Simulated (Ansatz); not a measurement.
**C3H9NZn: taking an electron away**

The task here is to estimate one member of a computed series from the others.

The runs use Ansatz 0.2.0, Gaussian basis; unrestricted cation, the program's frozen cores in correlated methods.

Plan: UKS PBE-D4/def2-TZVPP; UKS r2SCAN-D4/def2-TZVPP; UKS PBE0-D4/def2-TZVPP; UKS B3LYP-D4/def2-TZVPP; UKS wB97X-V/def2-TZVPP; UKS wB97M-V/def2-TZVPP; UKS B2PLYP (frozen core with 3s3p of Cu, Zn)/def2-TZVPP; UHF-CCSD(T) with 3s3p of Cu, Zn/def2-TZVPP; UHF-MP2 with 3s3p of Cu, Zn/def2-QZVPP; extrapolation to the limit; then −ε(HOMO) from the neutral's earlier runs with LDA (SPW92), PBE-D4, revPBE-D4, BLYP-D4, r2SCAN-D4, B97M-V, PBE0-D4, B3LYP-D4, r2SCANh-D4, r2SCAN0-D4, HSE06-D4, BHLYP-D4, CAM-B3LYP-D4, LC-ωPBE, ωB97X-V, ωB97M-V.

### The relaxed structure

All runs share one geometry, relaxed beforehand with PBE0-D4 in a triple-zeta def2 set.

14 atoms, charge 0, spin multiplicity 1.

Atoms are counted from 1 here; the program's logs count them from 0.

Bond lengths: C1–Zn2 1.927 Å, C1–H6 1.092 Å, C1–H7 1.092 Å, C1–H8 1.093 Å, Zn2–N3 1.819 Å, N3–C4 1.436 Å, N3–C5 1.436 Å, C4–H9 1.103 Å, C4–H10 1.094 Å, C4–H11 1.103 Å, C5–H12 1.103 Å, C5–H13 1.103 Å, C5–H14 1.094 Å. Angles: Zn2–C1–H6 110.8°, Zn2–C1–H7 111.1°, Zn2–C1–H8 110.5°, H6–C1–H7 108.3°, H6–C1–H8 107.9°, H7–C1–H8 108.1°, C1–Zn2–N3 179.9°, Zn2–N3–C4 124.0°, Zn2–N3–C5 123.8°, C4–N3–C5 112.2°, N3–C4–H9 112.1°, N3–C4–H10 111.5°, N3–C4–H11 112.1°, H9–C4–H10 107.2°, H9–C4–H11 106.6°, H10–C4–H11 107.1°, N3–C5–H12 112.1°, N3–C5–H13 112.1° and more.

Set-up of the first run:

File in.yaml:

```yaml
crystal:
  periodic: [false, false, false]
  atoms:
    - {symbol: C, position_ang: [-1.422960, 2.348958, 1.253610]}
    - {symbol: Zn, position_ang: [-0.516010, 0.848931, 0.453905]}
    - {symbol: N, position_ang: [0.343390, -0.564596, -0.301967]}
    - {symbol: C, position_ang: [0.273718, -0.893294, -1.697957]}
    - {symbol: C, position_ang: [1.165881, -1.485443, 0.431081]}
    - {symbol: H, position_ang: [-0.755002, 2.893746, 1.924584]}
    - {symbol: H, position_ang: [-2.293271, 2.022574, 1.826756]}
    - {symbol: H, position_ang: [-1.765063, 3.044014, 0.483099]}
    - {symbol: H, position_ang: [-0.148874, -1.898236, -1.866876]}
    - {symbol: H, position_ang: [-0.353060, -0.183606, -2.245494]}
    - {symbol: H, position_ang: [1.268055, -0.884826, -2.175653]}
    - {symbol: H, position_ang: [0.787577, -2.519846, 0.368272]}
    - {symbol: H, position_ang: [2.202669, -1.505200, 0.054703]}
    - {symbol: H, position_ang: [1.212949, -1.223166, 1.491916]}
basis:
  gaussian: {orbitals: def2-TZVPP}
total_charge: 1
magnetization: {spin_polarized: true, initial_magnetization: 1}
hamiltonian: {xc: pbe, dispersion: d4}
```

Launch:

```sh
> ansatz run in.yaml --threads 2 --pin off --events-out ev --progress --plain --max-ram 32768MiB --backend cpu
```

Steps of the session up to this table: Cation, UKS PBE-D4/def2-TZVPP; Cation, UKS r2SCAN-D4/def2-TZVPP; Cation, UKS PBE0-D4/def2-TZVPP; Cation, UKS B3LYP-D4/def2-TZVPP; Cation, UKS wB97X-V/def2-TZVPP; Cation, UKS wB97M-V/def2-TZVPP; Cation, UKS B2PLYP (frozen core with 3s3p of Cu, Zn)/def2-TZVPP; Cation, UHF-CCSD(T) with 3s3p of Cu, Zn/def2-TZVPP; Cation, UHF-MP2 with 3s3p of Cu, Zn/def2-QZVPP.

One table of the session follows, with a row left open; its other results are not shown here.

For comparison, −ε(HOMO) of the neutral from earlier runs:

```
  functional  −ε(HOMO) (eV)
 LDA (SPW92)           4.47
      PBE-D4           4.33
   revPBE-D4           4.26
     BLYP-D4           4.23
   r2SCAN-D4           4.52
      B97M-V           4.62
     PBE0-D4              ?
    B3LYP-D4           5.35
  r2SCANh-D4           4.97
  r2SCAN0-D4           5.67
    HSE06-D4           5.13
    BHLYP-D4           6.70
CAM-B3LYP-D4           6.90
     LC-ωPBE           8.21
     ωB97X-V           7.89
     ωB97M-V           7.83
```

Estimate the missing values for PBE0-D4.

The run gave: −ε(HOMO) (eV): 5.53. In the column «−ε(HOMO) (eV)» it lies between B3LYP-D4 (5.35) and r2SCAN0-D4 (5.67).
